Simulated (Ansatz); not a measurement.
# Cu2Ni3: the cost of one run

Method: DFT PBE, scalar-relativistic, plane waves, PAW, in Ansatz 0.2.0.

**1. Starting point**

The structure is hexagonal, space group P-6m2 (No. 187). The conventional cell has a = 2.474 Å, b = 2.474 Å, c = 21.015 Å, α = 90.00°, β = 90.00°, γ = 120.00°. Around Cu (site symmetry -6m2) lie 6 Cu at 2.47 Å and 6 Ni at 2.54 Å. Cu (site symmetry 3m) has 9 Cu at 2.47 to 2.54 Å and 3 Ni at 2.54 Å in its first shell of neighbours. Cu (site symmetry -6m2) is surrounded by 12 Cu at 2.47 to 2.54 Å. Around Ni (site symmetry 3m) lie 12 Ni at 2.47 to 2.54 Å. Around Ni (site symmetry 3m) lie 9 Ni at 2.47 to 2.54 Å and 3 Cu at 2.54 Å.

Structure file:

```
Cu Ni
1.0
     2.47399    0.00000    0.00000
    -1.23699    2.14254    0.00000
     0.00000    0.00000   21.01472
Cu Ni
4 6
Direct
  0.33333 0.66667 0.00000
  0.33333 0.66667 0.40000
  0.33333 0.66667 0.60000
  0.66667 0.33333 0.50000
  0.33333 0.66667 0.80000
  0.33333 0.66667 0.20000
  0.66667 0.33333 0.90000
  0.66667 0.33333 0.10000
  0.66667 0.33333 0.30000
  0.66667 0.33333 0.70000
```

The start is an ordering of an alloy on its end members' structure types: elements ordered on the sites of the Si type, Cu/Ni on Si (P-6m2, No. 187).

**2. A first look at the guess**

File input.yaml:

```yaml
crystal:
  lattice:
    - [2.47398776, 0.0, 0.0]
    - [-1.23699388, 2.14253625, 0.0]
    - [0.0, 0.0, 21.01472357]
  atoms:
    - { symbol: Cu, position: [0.33333333, 0.66666667, 0.0] }
    - { symbol: Cu, position: [0.33333333, 0.66666667, 0.4] }
    - { symbol: Cu, position: [0.33333333, 0.66666667, 0.6] }
    - { symbol: Cu, position: [0.66666667, 0.33333333, 0.5] }
    - { symbol: Ni, position: [0.33333333, 0.66666667, 0.8], spin: -2.0 }
    - { symbol: Ni, position: [0.33333333, 0.66666667, 0.2], spin: 2.0 }
    - { symbol: Ni, position: [0.66666667, 0.33333333, 0.9], spin: -2.0 }
    - { symbol: Ni, position: [0.66666667, 0.33333333, 0.1], spin: -2.0 }
    - { symbol: Ni, position: [0.66666667, 0.33333333, 0.3], spin: 2.0 }
    - { symbol: Ni, position: [0.66666667, 0.33333333, 0.7], spin: -2.0 }
basis:
  ecutwfc: 420
kpoints:
  mp_grid: { grid: [6, 6, 1] }
hamiltonian:
  xc: pbe
scf:
  occupations: { method: gaussian, width: 0.1 }
  lower_state_search: "off"
output:
  forces: true
  stress: true
  eigenvalues: true
  populations: true
magnetization:
  spin_polarized: true
```

The run is started by

```
$ ansatz run input.yaml --threads 4 --pin off --max-ram 8192MiB --backend cpu --events-out ev --progress --plain --runs-dir out
```

What time and memory should one allow on 4 threads of Intel Xeon at 2.50GHz (Skylake/Cascade Lake), shared host?

About 35 s, with a peak of 0.69 GiB.
